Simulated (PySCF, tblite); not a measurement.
# 2,3-difluorobenzonitrile (C7H3F2N): dynamics, then NMR shifts on frames, part 2 of 2

tblite 0.8.0 and PySCF 2.14.0. Atoms count from 0. Earlier steps stand in the parts before.

### Step 5. Shielding tensors: 625 fs, PBE0/pcSseg-1

The job: settings as JSON, then the geometry in Å.

```
{"job": {"kind": "nmr", "xc": "PBE0", "basis": "pcSseg-1", "pop": false}, "charge": 0, "multiplicity": 1}
N      2.785100    -0.596100     1.311500
C      1.641100    -0.586100     1.075700
C      0.230100    -0.590300     0.728500
C     -0.298100    -1.836800     0.336200
C     -1.578600    -1.787900    -0.159900
C     -2.382500    -0.661100    -0.227300
C     -1.905700     0.460700     0.377500
F     -2.683200     1.503200     0.530300
C     -0.569500     0.526400     0.806500
F     -0.041300     1.705400     1.191700
H      0.269500    -2.748600     0.156200
H     -1.970900    -2.706500    -0.568200
H     -3.432400    -0.690600    -0.600400
```

With the program's defaults for keys left out, this is: GIAO PBE0/pcSseg-1 NMR shielding, non-relativistic, gas phase.

What it wrote:

```text
coarse grid: 12696 points
cycle   1  E = -522.1428372073  dE =  1.936e+00  |g| = 7.288e-01  |ddm| = 3.843e+00
cycle   2  E = -521.8379878639  dE =  3.048e-01  |g| = 1.412e+00  |ddm| = 1.859e+00
cycle   3  E = -522.2402401594  dE = -4.023e-01  |g| = 2.264e-01  |ddm| = 1.354e+00
cycle   4  E = -522.2489889729  dE = -8.749e-03  |g| = 1.004e-01  |ddm| = 2.271e-01
cycle   5  E = -522.2510059345  dE = -2.017e-03  |g| = 2.449e-02  |ddm| = 9.644e-02
cycle   6  E = -522.2511573239  dE = -1.514e-04  |g| = 6.615e-03  |ddm| = 3.274e-02
cycle   7  E = -522.2511656827  dE = -8.359e-06  |g| = 2.145e-03  |ddm| = 8.214e-03
final grid: 128776 points
cycle   8  E = -522.3207199671  dE = -3.434e-05  |g| = 5.206e-03  |ddm| = 4.092e-02
cycle   9  E = -522.3207149914  dE =  4.976e-06  |g| = 7.362e-03  |ddm| = 1.257e-02
cycle  10  E = -522.3207263318  dE = -1.134e-05  |g| = 1.172e-03  |ddm| = 7.325e-03
cycle  11  E = -522.3207266006  dE = -2.688e-07  |g| = 4.265e-04  |ddm| = 1.283e-03
cycle  12  E = -522.3207266354  dE = -3.481e-08  |g| = 2.068e-04  |ddm| = 5.220e-04
cycle  13  E = -522.3207266433  dE = -7.891e-09  |g| = 5.700e-05  |ddm| = 1.717e-04
cycle  14  E = -522.3207266440  dE = -7.051e-10  |g| = 1.702e-05  |ddm| = 6.415e-05
converged SCF energy = -522.3207266440

GIAO shielding tensors (ppm)
atom      isotropic    diamagn.    paramagn.     s11        s22        s33       span
  0 N      -68.750     339.604    -408.354   -231.843   -208.139    233.731    465.574
  1 C       63.720     257.621    -193.901    -55.131    -47.643    293.935    349.065
  2 C       74.376     263.618    -189.241     -0.552     66.485    157.196    157.749
  3 C       52.113     249.394    -197.281    -57.942     46.363    167.919    225.860
  4 C       52.977     255.194    -202.217    -53.734     32.683    179.980    233.714
  5 C       62.722     257.146    -194.424    -25.329     50.677    162.820    188.149
  6 C       27.350     253.233    -225.883    -38.126     23.752     96.424    134.550
  7 F      306.607     473.172    -166.565    230.425    262.201    427.195    196.770
  8 C       26.231     242.623    -216.392    -30.492     15.532     93.654    124.146
  9 F      308.255     472.594    -164.339    227.818    278.756    418.189    190.371
 10 H       23.589      29.462      -5.873     20.277     23.517     26.974      6.697
 11 H       24.562      28.671      -4.109     20.705     25.560     27.420      6.715
 12 H       23.496      27.564      -4.068     20.089     24.042     26.358      6.270
```

Wall time 28 s (1 thread of Arm Neoverse V1, shared host); peak memory 0.84 GiB.

In short: δ C8 160.7, C6 159.6, C3 134.8, C4 133.9, H12 8.22, H10 8.13 ppm.

### Step 6. Nuclear shieldings: 800 fs, PBE0/pcSseg-1

The job: settings as JSON, then the geometry in Å.

```
{"job": {"kind": "nmr", "xc": "PBE0", "basis": "pcSseg-1", "pop": false}, "charge": 0, "multiplicity": 1}
N      2.414600    -1.040900     1.425300
C      1.343100    -0.861200     1.066900
C      0.008100    -0.611000     0.570100
C     -0.551700    -1.571700    -0.229200
C     -1.836700    -1.439600    -0.734600
C     -2.510100    -0.193600    -0.419100
C     -1.912800     0.769200     0.361000
F     -2.635100     1.849800     0.637400
C     -0.674600     0.531000     0.919100
F      0.031300     1.466600     1.640900
H      0.012300    -2.469500    -0.459600
H     -2.271200    -2.217300    -1.279800
H     -3.504700     0.149900    -0.797700
```

Level: GIAO PBE0/pcSseg-1 NMR shielding, non-relativistic, gas phase.

What it wrote:

```text
coarse grid: 12696 points
cycle   1  E = -522.1412194566  dE =  1.904e+00  |g| = 7.254e-01  |ddm| = 3.870e+00
cycle   2  E = -521.8554288305  dE =  2.858e-01  |g| = 1.393e+00  |ddm| = 1.908e+00
cycle   3  E = -522.2394067775  dE = -3.840e-01  |g| = 1.896e-01  |ddm| = 1.359e+00
cycle   4  E = -522.2450356412  dE = -5.629e-03  |g| = 1.009e-01  |ddm| = 2.091e-01
cycle   5  E = -522.2470604388  dE = -2.025e-03  |g| = 2.252e-02  |ddm| = 9.155e-02
cycle   6  E = -522.2471815706  dE = -1.211e-04  |g| = 6.535e-03  |ddm| = 2.765e-02
cycle   7  E = -522.2471905245  dE = -8.954e-06  |g| = 1.912e-03  |ddm| = 7.122e-03
final grid: 128776 points
cycle   8  E = -522.3185946161  dE = -3.972e-05  |g| = 6.109e-03  |ddm| = 4.352e-02
cycle   9  E = -522.3185869244  dE =  7.692e-06  |g| = 9.093e-03  |ddm| = 1.493e-02
cycle  10  E = -522.3186030977  dE = -1.617e-05  |g| = 1.144e-03  |ddm| = 8.650e-03
cycle  11  E = -522.3186033400  dE = -2.423e-07  |g| = 3.366e-04  |ddm| = 1.211e-03
cycle  12  E = -522.3186033608  dE = -2.072e-08  |g| = 1.844e-04  |ddm| = 4.309e-04
cycle  13  E = -522.3186033677  dE = -6.968e-09  |g| = 5.992e-05  |ddm| = 1.792e-04
cycle  14  E = -522.3186033684  dE = -7.014e-10  |g| = 2.157e-05  |ddm| = 6.772e-05
converged SCF energy = -522.3186033684

GIAO shielding tensors (ppm)
atom      isotropic    diamagn.    paramagn.     s11        s22        s33       span
  0 N      -55.763     340.624    -396.388   -217.493   -194.929    245.132    462.625
  1 C       67.758     258.783    -191.025    -48.743    -40.336    292.352    341.095
  2 C       78.214     263.730    -185.516     -1.575     79.789    156.428    158.003
  3 C       50.140     248.791    -198.651    -55.424     36.625    169.218    224.642
  4 C       50.693     254.094    -203.401    -55.747     30.309    177.518    233.265
  5 C       48.558     256.553    -207.995    -39.938     29.348    156.263    196.201
  6 C       28.871     254.115    -225.244    -36.593     28.504     94.701    131.294
  7 F      307.496     473.497    -166.001    240.153    291.640    390.694    150.540
  8 C       26.417     243.032    -216.615    -26.671     14.400     91.522    118.193
  9 F      295.260     473.055    -177.795    204.655    292.896    388.230    183.575
 10 H       23.975      30.074      -6.099     20.183     24.081     27.661      7.478
 11 H       24.290      30.261      -5.971     21.811     24.126     26.933      5.121
 12 H       23.194      26.690      -3.496     19.861     23.196     26.525      6.663
```

Wall time 26 s (1 thread of Arm Neoverse V1, shared host); peak memory 0.85 GiB.

In short: δ C8 160.5, C6 158.1, C5 138.4, C3 136.8, H12 8.52, H10 7.74 ppm.

### Step 7. NMR shieldings: 1000 fs, PBE0/pcSseg-1

The job: settings as JSON, then the geometry in Å.

```
{"job": {"kind": "nmr", "xc": "PBE0", "basis": "pcSseg-1", "pop": false}, "charge": 0, "multiplicity": 1}
N      2.392500    -1.255300     1.113700
C      1.284700    -1.126000     0.838600
C     -0.087400    -0.940300     0.575600
C     -0.887700    -1.898200    -0.054200
C     -2.262400    -1.604200    -0.222700
C     -2.770400    -0.388500     0.011600
C     -1.946700     0.528500     0.699200
F     -2.501300     1.647200     1.136400
C     -0.639400     0.293200     1.022100
F      0.180900     1.276900     1.617800
H     -0.602100    -2.934400    -0.253600
H     -2.959900    -2.286800    -0.774900
H     -3.777500     0.026600    -0.119900
```

Method: GIAO PBE0/pcSseg-1 NMR shielding, non-relativistic, gas phase.

What it wrote:

```text
coarse grid: 12696 points
cycle   1  E = -522.1306523646  dE =  1.863e+00  |g| = 7.343e-01  |ddm| = 3.833e+00
cycle   2  E = -521.8180327615  dE =  3.126e-01  |g| = 1.450e+00  |ddm| = 1.980e+00
cycle   3  E = -522.2319296769  dE = -4.139e-01  |g| = 1.928e-01  |ddm| = 1.430e+00
cycle   4  E = -522.2376583022  dE = -5.729e-03  |g| = 1.037e-01  |ddm| = 2.103e-01
cycle   5  E = -522.2398026963  dE = -2.144e-03  |g| = 2.431e-02  |ddm| = 9.656e-02
cycle   6  E = -522.2399382514  dE = -1.356e-04  |g| = 6.647e-03  |ddm| = 3.130e-02
cycle   7  E = -522.2399468129  dE = -8.561e-06  |g| = 1.968e-03  |ddm| = 7.047e-03
final grid: 128776 points
cycle   8  E = -522.3107516138  dE = -3.459e-05  |g| = 6.260e-03  |ddm| = 4.078e-02
cycle   9  E = -522.3107417922  dE =  9.822e-06  |g| = 9.762e-03  |ddm| = 1.694e-02
cycle  10  E = -522.3107604387  dE = -1.865e-05  |g| = 1.139e-03  |ddm| = 9.800e-03
cycle  11  E = -522.3107606870  dE = -2.483e-07  |g| = 3.495e-04  |ddm| = 1.251e-03
cycle  12  E = -522.3107607109  dE = -2.390e-08  |g| = 1.768e-04  |ddm| = 4.530e-04
cycle  13  E = -522.3107607172  dE = -6.263e-09  |g| = 6.079e-05  |ddm| = 1.765e-04
cycle  14  E = -522.3107607179  dE = -7.065e-10  |g| = 2.305e-05  |ddm| = 6.974e-05
converged SCF energy = -522.3107607179

GIAO shielding tensors (ppm)
atom      isotropic    diamagn.    paramagn.     s11        s22        s33       span
  0 N      -68.798     340.465    -409.263   -225.889   -199.894    219.389    445.278
  1 C       68.336     257.434    -189.098    -48.115    -42.228    295.351    343.467
  2 C       72.868     263.079    -190.211     -5.004     62.117    161.492    166.496
  3 C       53.507     244.822    -191.315    -42.483     33.697    169.307    211.791
  4 C       53.971     255.436    -201.465    -46.570     31.015    177.468    224.038
  5 C       56.976     258.342    -201.366    -34.598     48.900    156.627    191.225
  6 C       24.095     253.308    -229.213    -42.308     20.322     94.270    136.578
  7 F      299.249     473.269    -174.020    226.858    266.147    404.742    177.884
  8 C       17.422     244.376    -226.955    -40.672      8.635     84.302    124.973
  9 F      289.699     473.740    -184.041    200.297    302.961    365.839    165.542
 10 H       23.687      28.219      -4.532     20.132     24.277     26.652      6.520
 11 H       23.695      26.289      -2.594     19.763     25.037     26.284      6.522
 12 H       23.461      27.944      -4.483     20.294     23.033     27.054      6.759
```

Wall time 26 s (1 thread of Arm Neoverse V1, shared host); peak memory 0.85 GiB.

Key values: δ C8 169.5, C6 162.8, C3 133.4, C4 133.0, H12 8.26, H10 8.03 ppm.

### Step 8. Run by run: NMR shifts

Shifts (ppm) of some atoms, chosen among heavy atoms and hydrogens apart, with basis size and wall time:

```
  frame     C4     C5   H12   H11     N0      F7      F9  functions  time
 250 fs  148.4  127.1  8.06  8.02  328.6  -117.5  -135.6        185  38 s
 425 fs  131.3  130.0  7.59  7.53  354.9  -125.8  -123.6        185  29 s
 625 fs  133.9  124.2  8.22  7.16  336.5  -135.7  -137.3        185  28 s
 800 fs  136.2  138.4  8.52  7.43  323.5  -136.5  -124.3        185  26 s
1000 fs  133.0  129.9  8.26  8.02  336.5  -128.3  -118.8        185  26 s
```

### Step 9. What came out

The summary covers parts 1 to 2.

| quantity | value |
| --- | --- |
| thermostat | 400 K |
| mean temperature, second half | 336 K |
| mean potential energy above the minimum | 0.44 eV |
| ¹³C shifts against TMS (PBE0/pcSseg-1, 250 fs) | 166.7, 160.0, 148.4, 143.8, 127.1, 116.7, 110.4 ppm |
| ¹H shifts against TMS (PBE0/pcSseg-1, 250 fs) | 8.06, 8.02, 7.61 ppm |
| ¹⁵N shifts against NH3 (PBE0/pcSseg-1, 250 fs) | 328.6 ppm |
| ¹⁹F shifts against CFCl3 (PBE0/pcSseg-1, 250 fs) | -117.5, -135.6 ppm |
| surface potential, 1st and 99th percentile | -1.62 V and 1.59 V |
| range of the shift of N0 | 323.5 to 354.9 ppm |

In the second half the potential energy averages 0.44 eV above the minimum; equipartition over 33 harmonic modes at 400 K would give 0.57 eV. With 13 atoms the temperature swings widely (232 to 573 K). Shifts at one fixed geometry are not the observed spectrum, which averages over the motion. In the first frame run (250 fs): The widest tensor belongs to N0: span 446 ppm, with a paramagnetic part of -401 ppm. At PBE0/pcSseg-1, counted by nearest atom on the grid, the HOMO lies on 4 C atoms about 19 % each; F9 8 %, the LUMO on C2, C5 about 18 % each; C3 14 %. Across the 5 runs the shift of N0 moves most, between 323.5 (800 fs) and 354.9 ppm (425 fs).
